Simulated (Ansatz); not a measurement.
# HKO, SMILES [OH][K]: a short molecular-dynamics run

Run with Ansatz 0.2.0, Python API.

`hko.xyz`
```text
3

O    -0.52340   -0.45150   -0.34380
K     1.47600   -0.12610    0.79690
H    -0.96360    0.51280   -0.46630
```

The script, `run_md.py`:
```python
# -*- coding: utf-8 -*-
"""Molecular dynamics of one HKO molecule."""

import ansatz as az
import numpy as np

BASIS_SET = "def2-SVP"
XC = "pbe0"
N_STEPS = 30
TEMPERATURE_K = 800

hko = az.Crystal.molecule_from_extxyz("hko.xyz")

job = hko.calculation()
job = job.basis(gaussian=BASIS_SET)
job = job.functional(XC).accuracy("medium")
symbols = [site.symbol for site in hko.cartesian_sites]
start = np.array([site.position_ang for site in hko.cartesian_sites], dtype=float)
data = job.relax(force_tolerance=0.02).run(threads=1, backend="cpu").report
end = np.array(data["positions_ang"])
minimum = az.Crystal.molecule()
for symbol, place in zip(symbols, end):
    minimum = minimum.atom(symbol, place.tolist())

# dynamics from the relaxed geometry
job = (
    minimum.calculation()
    .basis(gaussian=BASIS_SET)
    .functional(XC)
    .accuracy("medium")
    .md("nve", timestep=0.25, steps=N_STEPS, temperature=TEMPERATURE_K, initial_velocities="maxwell_boltzmann", seed=94)
)
frames = []
outcome = job.session().plan().execute(on_event=lambda e: frames.append(e["data"]) if e["event"] == "md_step" else None)
print("t (fs)   E_pot (eV)      E_kin (eV)   T (K)   d(0-1) (A)")
for f in frames[::2]:
    xyz = np.array(f["positions_ang"])
    print(f"{f['time_fs']:6.2f} {f['lagrangian_ev']:14.5f} {f['e_kin_ev']:10.5f} {f['temperature_k']:8.1f} {np.linalg.norm(xyz[0] - xyz[1]):9.4f}")
kept = np.array([f["conserved_ev"] for f in frames])
print(f"conserved energy moves by at most {1000 * np.ptp(kept):.3f} meV")
```

```console
$ python run_md.py
t (fs)   E_pot (eV)      E_kin (eV)   T (K)   d(0-1) (A)
  0.00   -18377.55234    0.10341    800.0    2.1821
  0.50   -18377.55209    0.10316    798.1    2.1885
  1.00   -18377.55135    0.10242    792.3    2.1949
  1.50   -18377.55017    0.10124    783.2    2.2013
  2.00   -18377.54861    0.09968    771.2    2.2076
  2.50   -18377.54672    0.09779    756.5    2.2138
  3.00   -18377.54451    0.09558    739.4    2.2200
  3.50   -18377.54196    0.09303    719.7    2.2260
  4.00   -18377.53908    0.09015    697.5    2.2320
  4.50   -18377.53588    0.08695    672.7    2.2378
  5.00   -18377.53238    0.08345    645.6    2.2436
  5.50   -18377.52866    0.07973    616.9    2.2492
  6.00   -18377.52479    0.07586    586.9    2.2547
  6.50   -18377.52082    0.07189    556.2    2.2601
  7.00   -18377.51679    0.06787    525.0    2.2654
  7.50   -18377.51271    0.06378    493.5    2.2705
conserved energy moves by at most 0.008 meV
```

Caveats:
- The settings weren't tested for convergence.
- The trajectory is only some femtoseconds long, so its temperature is not equilibrated; where the script doesn't relax first, it starts from a rough generated geometry.
- The temperature counts the internal degrees of freedom alone.
- Hardware and time: 19 s on 1 thread of Intel(R) Xeon(R) 6975P-C (Granite Rapids) (shared host), peak memory 0.19 GiB.

(A comment or docstring line of the script was reworded after the run, the code is as it ran; lines on the test bed's own set-up are left out of the output.)
